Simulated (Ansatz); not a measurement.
**SrAl2H2 (database structure): how the settings move a relaxation**

How sensitive is a relaxation of SrAl2H2 (database structure) to its settings? A reference run comes first, then four runs with altered input.

Method: reference: DFT r2SCAN, plane waves, PAW, scalar-relativistic, no spin polarisation, in Ansatz 0.2.0.

**1. The system as given**

The structure is trigonal, space group P-3m1 (No. 164). Conventional cell: a = 4.554 Å, b = 4.554 Å, c = 4.752 Å, α = 90.00°, β = 90.00°, γ = 120.00°. Around H (site symmetry 3m) lie 1 Al at 1.72 Å. Al (site symmetry 3m) has 1 H at 1.72 Å as nearest neighbours. Around Sr (site symmetry -3m) lie 6 H at 2.67 Å.

Structure file:

```cif
data_structure
_symmetry_space_group_name_H-M 'P 1'
_symmetry_Int_Tables_number 1
_cell_length_a 4.5542
_cell_length_b 4.5542
_cell_length_c 4.7515
_cell_angle_alpha 90.000
_cell_angle_beta 90.000
_cell_angle_gamma 60.000
_cell_volume 85.34
loop_
_atom_site_label
_atom_site_type_symbol
_atom_site_fract_x
_atom_site_fract_y
_atom_site_fract_z
_atom_site_occupancy
H1 H 0.33330 0.33340 0.09760 1
H2 H 0.66670 0.66660 0.90240 1
Al1 Al 0.33330 0.33340 0.45890 1
Al2 Al 0.66670 0.66660 0.54110 1
Sr1 Sr 0.00000 0.00000 0.00000 1
```

**2. Baseline**

The input, input.yaml:

```yaml
crystal:
  lattice:
    - [2.277078, 3.94401, 0.0]
    - [-2.277078, 3.94401, 0.0]
    - [0.0, 0.0, 4.751507]
  atoms:
    - { symbol: H, position: [0.3333, 0.3334, 0.0976] }
    - { symbol: H, position: [0.6667, 0.6666, 0.9024] }
    - { symbol: Al, position: [0.3333, 0.3334, 0.4589] }
    - { symbol: Al, position: [0.6667, 0.6666, 0.5411] }
    - { symbol: Sr, position: [0.0, 0.0, 0.0] }
  symmetry: { tolerance: 0.0003 }
kpoints:
  mp_grid: { grid: [5, 5, 4], shift: [0, 0, 0] }
magnetization:
  spin_polarized: false
scf:
  occupations: { method: tetrahedron }
hamiltonian:
  pseudopotentials: { kind: paw }
  xc: r2scan
basis:
  ecutwfc: 500
output:
  forces: true
  stress: true
  eigenvalues: true
relax:
  max_steps: 40
  cell: {}
```

Launch:

```bash
> ansatz run input.yaml --threads 1 --pin off --max-ram 2560MiB --backend cpu --events-out ev --progress --plain --runs-dir out
```

What it wrote, shortened:

```text
Warning: relax: with tetrahedron occupations the Hellmann–Feynman forces and the energy need not agree along the walk (scf.occupations.method in the input reference, under Limitations); prefer a smearing scheme for the relaxation and re-run the relaxed geometry with tetrahedron [...]
Warning: output.forces, output.stress, relax.cell or npt_langevin: where a Kohn–Sham band that disperses or a degenerate level is filled in part under the method tetrahedron, the forces or the stress that this run publishes need not agree with its energy (scf.occupations.method in the [...]
Warning: the atoms were moved onto the symmetric positions of the space group found under crystal.symmetry.tolerance 3.0e-4 (fractional; no operation is sought that the atoms, as they stand in a round, miss by more than twice it, and no atom is moved by as much as it), and the run uses [...]
Warning: RAYON_NUM_THREADS=1 ignored (pool sized by the plan → 1); use --threads N
[...]
Pseudopotentials: kind: paw
Pseudopotential: H, paw, valence charge 1, recommended cutoff 500 eV (meta_gga), H.paw.azcp
Pseudopotential: Al, paw, valence charge 3, recommended cutoff 500 eV (meta_gga), Al.paw.azcp
Pseudopotential: Sr, paw, valence charge 10, recommended cutoff 500 eV (meta_gga), Sr.paw.azcp
Functional definition: r2SCAN
[...]
Crystal: 5 atoms, lattice volume = 85.345 Å³
Basis set: ecut = 500 eV, 2135 PW (Γ), exchange–correlation on 144×144×144 points (64 copies of the dense FFT grid, shifted against one another)
Bands: 14, of which v1, the nominal top of the filled ones, is band 9 counted from 1 (8 counted from 0)
Symmetry: 12 space group operations
Space group: P-3m1 (ITA 164), of the structure as read, at distance tolerance 1.3e-3 Å
k-points: 17 of 100
[...]
SCF converged after 5 iterations
Stability not checked: this state was not tested for a lower state beside it, because cold or Methfessel-Paxton smearing, or corrected tetrahedra, fill the levels in a way that the test cannot read (fill_not_monotonic; see scf.lower_state_search)
Free energy (F): -4669.662035 eV
[...]
E sigma→0 (E₀):  -4669.662035 eV
Entropy (-TS):   -0.000095 eV (-0.019 meV/atom)
Fermi energy:    6.549198 eV
[...]
--- Forces (eV/Å), atoms counted from 1 ---
  atom   1  H      0.00000000     0.00000000    -0.00400997
  atom   2  H     -0.00000000    -0.00000000     0.00400997
  atom   3  Al     0.00000000     0.00000000    -0.00241286
  atom   4  Al    -0.00000000    -0.00000000     0.00241286
  atom   5  Sr     0.00000000    -0.00000000     0.00000000
[...]
--- Stress (GPa, compression-positive) ---
       -0.039024      -0.000000      -0.000000
       -0.000000      -0.039024      -0.000000
       -0.000000      -0.000000      -0.029535
  P = ⅓ Tr σ = -0.0359 GPa (-0.359 kbar)
--- Band table (eV; the first three rows and the last of 17) ---
  k-point 0: bands = ["-30.8202", "-12.2358", "-12.1769", "-12.1769", "-2.7954", "1.7175", "2.8198", "5.8632", "5.8632", "6.8802", "9.2446", "9.2446", "10.5028", "10.5028"]
[...]
--- Relaxed structure (4 steps of the walk, 4 accepted, 1 SCFs on fresh bases) ---
  F+E_penalty+E_count = -4669.66203540 eV   max|allowed force component| = 4.010e-3 eV/Å   (the final SCF, on the basis selected at the relaxed cell)
  cell:  # Å, volume = 84.3830 Å³
    - [2.2653440800051525, 3.9236910431943004, 2.2339333645613056e-33]
    - [-2.2653440800051525, 3.9236910431943004, 2.3667434648572697e-33]
    - [-1.3856541241327112e-34, 2.7713082482654222e-33, 4.7467476685264165]
  atoms:
    - { symbol: H, position: [0.33333333333333337, 0.33333333333333337, 0.10148538656304291] }
    - { symbol: H, position: [0.6666666666666667, 0.6666666666666667, 0.8985146134369572] }
    - { symbol: Al, position: [0.33333333333333337, 0.33333333333333337, 0.4590723428526643] }
    - { symbol: Al, position: [0.6666666666666667, 0.6666666666666667, 0.5409276571473359] }
    - { symbol: Sr, position: [-6.346350955733422e-35, 5.776647302762536e-35, -1.4603564519440316e-19] }
```

Wall time 18 s (1 thread of AMD EPYC 7R13 (Zen 3), shared host); peak memory 0.57 GiB.

**3. Variant: mp_grid.shift [0.5, 0.5, 0.5]**

input.yaml, as its differences from that of step 2:

```diff
@@ -13,3 +13,3 @@
 kpoints:
-  mp_grid: { grid: [5, 5, 4], shift: [0, 0, 0] }
+  mp_grid: { grid: [5, 5, 4], shift: [0.5, 0.5, 0.5] }
 magnetization:
```

Launch:

```bash
> ansatz run input.yaml --threads 1 --pin off --max-ram 2560MiB --backend cpu --events-out ev --progress --plain --runs-dir out
```

What it wrote, shortened:

```text
Warning: relax: with tetrahedron occupations the Hellmann–Feynman forces and the energy need not agree along the walk (scf.occupations.method in the input reference, under Limitations); prefer a smearing scheme for the relaxation and re-run the relaxed geometry with tetrahedron [...]
Warning: output.forces, output.stress, relax.cell or npt_langevin: where a Kohn–Sham band that disperses or a degenerate level is filled in part under the method tetrahedron, the forces or the stress that this run publishes need not agree with its energy (scf.occupations.method in the [...]
Warning: the atoms were moved onto the symmetric positions of the space group found under crystal.symmetry.tolerance 3.0e-4 (fractional; no operation is sought that the atoms, as they stand in a round, miss by more than twice it, and no atom is moved by as much as it), and the run uses [...]
Warning: crystal.symmetry: narrowed to the stabiliser of the k-point mesh — unitary ops 12 → 4; excluded 8 operations that carry a point of the 5×5×4 mesh (shift [0.5, 0.5, 0.5]) off the mesh (the run samples exactly the mesh kpoints.mp_grid names, as under crystal.symmetry.detect: false, [...]
Warning: RAYON_NUM_THREADS=1 ignored (pool sized by the plan → 1); use --threads N
[...]
[... 2 set-up lines as earlier in the session ...]
[...]
--- Forces (eV/Å), atoms counted from 1 ---
  atom   1  H      0.00000000    -0.00006134     0.00088758
  atom   2  H      0.00000000     0.00006134    -0.00088758
  atom   3  Al     0.00000000     0.00005337    -0.00088143
  atom   4  Al     0.00000000    -0.00005337     0.00088143
  atom   5  Sr     0.00000000     0.00000000     0.00000000
[...]
--- Stress (GPa, compression-positive) ---
       -0.001318       0.000000       0.000000
        0.000000      -0.001308       0.000224
        0.000000       0.000223      -0.010358
  P = ⅓ Tr σ = -0.0043 GPa (-0.043 kbar)
--- Band table (eV; the first three rows and the last of 30) ---
  k-point 0: bands = ["-30.8270", "-12.2451", "-12.1999", "-12.1862", "-2.5995", "1.2325", "2.9658", "5.5473", "5.8219", "7.5504", "8.5629", "9.0988", "9.8045", "10.6669"]
[...]
--- Relaxed structure (5 steps of the walk, 5 accepted, 1 SCFs on fresh bases) ---
  F+E_penalty+E_count = -4669.70424341 eV   max|allowed force component| = 8.876e-4 eV/Å   (the final SCF, on the basis selected at the relaxed cell)
  cell:  # Å, volume = 84.4527 Å³
    - [2.266536101686546, 3.9108390645309363, -1.108383723499244e-5]
    - [-2.266536101686546, 3.9108390645309363, -1.108383723499244e-5]
    - [0.0, -1.3353135067149623e-5, 4.763770121735638]
  atoms:
    - { symbol: H, position: [0.3332861350825781, 0.3332861350825781, 0.1028546229054195] }
    - { symbol: H, position: [0.666713864917422, 0.666713864917422, 0.8971453770945802] }
    - { symbol: Al, position: [0.3332507965789743, 0.3332507965789743, 0.4593277957495716] }
    - { symbol: Al, position: [0.666749203421026, 0.666749203421026, 0.5406722042504282] }
    - { symbol: Sr, position: [5.154342507384277e-21, 5.154342507384277e-21, -9.127227824650195e-21] }
```

Run time: 31 s. Hardware: 1 thread of AMD EPYC 7R13 (Zen 3), shared host; peak memory 0.6 GiB.

Changing the k-point mesh moves the energy by -8.4 meV/atom, and a gap of 0.28 eV opens on the mesh and the final volume goes from 84.38 to 84.45 Å³. Sampling errors of the energy have no fixed sign. The relaxations can also end on different shapes, since the mesh sets the symmetry kept. A gap read on a mesh depends on which points the mesh holds, and a coarse mesh shifts the density too. Cost: 39 SCF cycles against 38, 31 s against 18 s.

**4. Variant: ecutwfc 300 eV**

input.yaml, as its differences from that of step 2:

```diff
@@ -22,3 +22,3 @@
 basis:
-  ecutwfc: 500
+  ecutwfc: "300 eV"
 output:
@@ -27,2 +27,6 @@
   eigenvalues: true
+  write_density: true
+  write_potential: true
+  elf: true
+  volumetric_format: npy
 relax:
```

Launch:

```bash
> ansatz run input.yaml --threads 1 --pin off --max-ram 2560MiB --backend cpu --events-out ev --progress --plain --runs-dir out
```

What it wrote, shortened:

```text
Warning: relax: with tetrahedron occupations the Hellmann–Feynman forces and the energy need not agree along the walk (scf.occupations.method in the input reference, under Limitations); prefer a smearing scheme for the relaxation and re-run the relaxed geometry with tetrahedron [...]
Warning: output.forces, output.stress, relax.cell or npt_langevin: where a Kohn–Sham band that disperses or a degenerate level is filled in part under the method tetrahedron, the forces or the stress that this run publishes need not agree with its energy (scf.occupations.method in the [...]
Warning: the atoms were moved onto the symmetric positions of the space group found under crystal.symmetry.tolerance 3.0e-4 (fractional; no operation is sought that the atoms, as they stand in a round, miss by more than twice it, and no atom is moved by as much as it), and the run uses [...]
Warning: basis.ecutwfc = 300 eV is below the records' recommended 500 eV, and the density's cutoff is lower with it unless basis.ecutrho_ratio is high enough to keep the records' density cutoff: compare with a run at a higher cutoff
Warning: RAYON_NUM_THREADS=1 ignored (pool sized by the plan → 1); use --threads N
[...]
[... 3 set-up lines as earlier in the session ...]
[...]
  atom   1  H      0.00000000    -0.00000000    -0.00124384
  atom   2  H      0.00000000     0.00000000     0.00124384
  atom   3  Al    -0.00000000     0.00000000     0.00160894
  atom   4  Al     0.00000000    -0.00000000    -0.00160894
  atom   5  Sr     0.00000000    -0.00000000     0.00000000
[...]
--- Stress (GPa, compression-positive) ---
       -0.002493      -0.000000      -0.000000
       -0.000000      -0.002493      -0.000000
       -0.000000      -0.000000      -0.012063
  P = ⅓ Tr σ = -0.0057 GPa (-0.057 kbar)
--- Band table (eV; the first three rows and the last of 17) ---
  k-point 0: bands = ["-30.8383", "-12.2550", "-12.1972", "-12.1972", "-2.8052", "1.7179", "2.8124", "5.8488", "5.8488", "6.8596", "9.2171", "9.2171", "10.4853", "10.4853"]
[...]
--- Relaxed structure (7 steps of the walk, 6 accepted, 2 SCFs on fresh bases) ---
  F+E_penalty+E_count = -4669.53759937 eV   max|allowed force component| = 1.609e-3 eV/Å   (the final SCF, on the basis selected at the relaxed cell)
  cell:  # Å, volume = 84.6078 Å³
    - [2.2690143438703734, 3.930048126686047, 4.560322802203558e-33]
    - [-2.2690143438703734, 3.930048126686047, 6.0212339054591665e-33]
    - [-1.5242195365459822e-33, 6.374008971010472e-33, 4.744004827161435]
  atoms:
    - { symbol: H, position: [0.33333333333333326, 0.33333333333333326, 0.10060286397375129] }
    - { symbol: H, position: [0.6666666666666665, 0.6666666666666665, 0.8993971360262485] }
    - { symbol: Al, position: [0.33333333333333326, 0.33333333333333326, 0.4589817460678486] }
    - { symbol: Al, position: [0.6666666666666665, 0.6666666666666665, 0.5410182539321512] }
    - { symbol: Sr, position: [-2.41899685832716e-35, -2.2590225833772377e-37, -7.301782259720155e-20] }
```

Wall time 16 s (1 thread of AMD EPYC 7R13 (Zen 3), shared host); peak memory 0.4 GiB.

Changing the cutoff moves the energy by +24.9 meV/atom, and the final volume goes from 84.38 to 84.61 Å³. The lower cutoff gives the higher energy: the smaller basis describes the state less well. The log warns that the cutoff is under what these potentials recommend, so the shift is basis error. These settings are too coarse to quote as the system's properties.

**5. Changing settings: xc_grid 2**

input.yaml, as its differences from that of step 2:

```diff
@@ -23,2 +23,3 @@
   ecutwfc: 500
+  xc_grid: 2
 output:
@@ -27,2 +28,6 @@
   eigenvalues: true
+  write_density: true
+  write_potential: true
+  elf: true
+  volumetric_format: npy
 relax:
```

Launch:

```bash
> ansatz run input.yaml --threads 1 --pin off --max-ram 2560MiB --backend cpu --events-out ev --progress --plain --runs-dir out
```

What it wrote, shortened:

```text
Warning: relax: with tetrahedron occupations the Hellmann–Feynman forces and the energy need not agree along the walk (scf.occupations.method in the input reference, under Limitations); prefer a smearing scheme for the relaxation and re-run the relaxed geometry with tetrahedron [...]
Warning: output.forces, output.stress, relax.cell or npt_langevin: where a Kohn–Sham band that disperses or a degenerate level is filled in part under the method tetrahedron, the forces or the stress that this run publishes need not agree with its energy (scf.occupations.method in the [...]
Warning: the atoms were moved onto the symmetric positions of the space group found under crystal.symmetry.tolerance 3.0e-4 (fractional; no operation is sought that the atoms, as they stand in a round, miss by more than twice it, and no atom is moved by as much as it), and the run uses [...]
Warning: RAYON_NUM_THREADS=1 ignored (pool sized by the plan → 1); use --threads N
[...]
[... 5 set-up lines as earlier in the session ...]
[...]
  atom   3  Al     0.00000000     0.00000000    -0.00281715
  atom   4  Al    -0.00000000    -0.00000000     0.00281715
  atom   5  Sr    -0.00000000     0.00000000     0.00000000
[...]
--- Stress (GPa, compression-positive) ---
       -0.030333      -0.000000      -0.000000
       -0.000000      -0.030333       0.000000
       -0.000000       0.000000      -0.017525
  P = ⅓ Tr σ = -0.0261 GPa (-0.261 kbar)
--- Band table (eV; the first three rows and the last of 17) ---
  k-point 0: bands = ["-30.8154", "-12.2312", "-12.1724", "-12.1724", "-2.7935", "1.7222", "2.8228", "5.8650", "5.8650", "6.8831", "9.2475", "9.2475", "10.5070", "10.5070"]
[...]
--- Relaxed structure (4 steps of the walk, 4 accepted, 1 SCFs on fresh bases) ---
  F+E_penalty+E_count = -4669.66194897 eV   max|allowed force component| = 4.096e-3 eV/Å   (the final SCF, on the basis selected at the relaxed cell)
  cell:  # Å, volume = 84.3511 Å³
    - [2.265304089574538, 3.9236217777366593, 1.707460631471466e-33]
    - [-2.265304089574538, 3.9236217777366593, 1.973080832063395e-33]
    - [-2.7713082482654224e-34, 2.217046598612338e-33, 4.7451181797381246]
  atoms:
    - { symbol: H, position: [0.3333333333333333, 0.3333333333333333, 0.10129889131795008] }
    - { symbol: H, position: [0.6666666666666666, 0.6666666666666666, 0.8987011086820498] }
    - { symbol: Al, position: [0.3333333333333333, 0.3333333333333333, 0.4590038921051582] }
    - { symbol: Al, position: [0.6666666666666666, 0.6666666666666666, 0.5409961078948418] }
    - { symbol: Sr, position: [-2.249598267609572e-35, 3.3890055735513383e-35, -7.301782259720157e-20] }
```

Run time: 14 s. Hardware: 1 thread of AMD EPYC 7R13 (Zen 3), shared host; peak memory 0.41 GiB.

Changing the numerical grids leaves the energy as it was (0.0 meV/atom).

**6. Changed: eigensolver.kind davidson**

input.yaml, as its differences from that of step 2:

```diff
@@ -18,2 +18,3 @@
   occupations: { method: tetrahedron }
+  eigensolver: { kind: davidson }
 hamiltonian:
@@ -27,2 +28,6 @@
   eigenvalues: true
+  write_density: true
+  write_potential: true
+  elf: true
+  volumetric_format: npy
 relax:
```

Launch:

```bash
> ansatz run input.yaml --threads 1 --pin off --max-ram 2560MiB --backend cpu --events-out ev --progress --plain --runs-dir out
```

What it wrote, shortened:

```text
Warning: relax: with tetrahedron occupations the Hellmann–Feynman forces and the energy need not agree along the walk (scf.occupations.method in the input reference, under Limitations); prefer a smearing scheme for the relaxation and re-run the relaxed geometry with tetrahedron [...]
Warning: output.forces, output.stress, relax.cell or npt_langevin: where a Kohn–Sham band that disperses or a degenerate level is filled in part under the method tetrahedron, the forces or the stress that this run publishes need not agree with its energy (scf.occupations.method in the [...]
Warning: the atoms were moved onto the symmetric positions of the space group found under crystal.symmetry.tolerance 3.0e-4 (fractional; no operation is sought that the atoms, as they stand in a round, miss by more than twice it, and no atom is moved by as much as it), and the run uses [...]
Warning: RAYON_NUM_THREADS=1 ignored (pool sized by the plan → 1); use --threads N
[...]
[... 5 set-up lines as earlier in the session ...]
[...]
  atom   3  Al     0.00000000    -0.00000000    -0.00241344
  atom   4  Al    -0.00000000     0.00000000     0.00241344
  atom   5  Sr     0.00000000    -0.00000000     0.00000000
[...]
--- Stress (GPa, compression-positive) ---
       -0.039014      -0.000000      -0.000000
       -0.000000      -0.039014      -0.000000
       -0.000000      -0.000000      -0.029525
  P = ⅓ Tr σ = -0.0359 GPa (-0.359 kbar)
--- Band table (eV; the first three rows and the last of 17) ---
  k-point 0: bands = ["-30.8202", "-12.2358", "-12.1769", "-12.1769", "-2.7954", "1.7175", "2.8199", "5.8632", "5.8632", "6.8802", "9.2446", "9.2446", "10.5028", "10.5028"]
[...]
--- Relaxed structure (4 steps of the walk, 4 accepted, 1 SCFs on fresh bases) ---
  F+E_penalty+E_count = -4669.66203542 eV   max|allowed force component| = 4.010e-3 eV/Å   (the final SCF, on the basis selected at the relaxed cell)
  cell:  # Å, volume = 84.3830 Å³
    - [2.265344006802347, 3.923690916403322, 2.906241709413592e-33]
    - [-2.265344006802347, 3.923690916403322, 3.304672010301485e-33]
    - [-4.156962372398133e-34, 3.74126613515832e-33, 4.746746939533025]
  atoms:
    - { symbol: H, position: [0.3333333333333333, 0.3333333333333333, 0.10148533350447056] }
    - { symbol: H, position: [0.6666666666666666, 0.6666666666666666, 0.8985146664955295] }
    - { symbol: Al, position: [0.3333333333333333, 0.3333333333333333, 0.45907235444190164] }
    - { symbol: Al, position: [0.6666666666666666, 0.6666666666666666, 0.5409276455580985] }
    - { symbol: Sr, position: [1.258565025722418e-35, 6.947046416063257e-36, -1.3690841736975295e-19] }
```

It took 23 s on 1 thread of AMD EPYC 7R13 (Zen 3), shared host; peak memory 0.56 GiB.

The changed solver doesn't alter the result here (within 0.5 meV/atom).

**7. Side by side**

```tsv
run	ending	energy change	pressure (GPa)	gap (eV)	force (eV/Å)	cycles	time
reference	converged	0	0.0	0.00	0.00	38	18 s
1: mp_grid.shift [0.5, 0.5, 0.5]	converged	-8.4 meV/atom	0.0	0.28	0.00	39	31 s
2: ecutwfc 300 eV	converged	+24.9 meV/atom	0.0	0.00	0.00	64	16 s
3: xc_grid 2	converged	0.0 meV/atom	0.0	0.00	0.00	38	14 s
4: eigensolver.kind davidson	converged	0.0 meV/atom	0.0	0.00	0.00	37	23 s
```

Times don't compare one to one where runs were asked for different outputs or read a saved state (see the inputs); cycles may leave out searches for a lower state.

**Reading.** Of the converged runs whose energies compare with the reference's, «ecutwfc 300 eV» moves the energy most (+24.9 meV/atom). Run 2 ran under the cutoff that the potentials recommend, as the log warns, so basis error is mixed into its values.

The reference is no final answer either: its mesh is coarse for a cell with so small a gap or none.
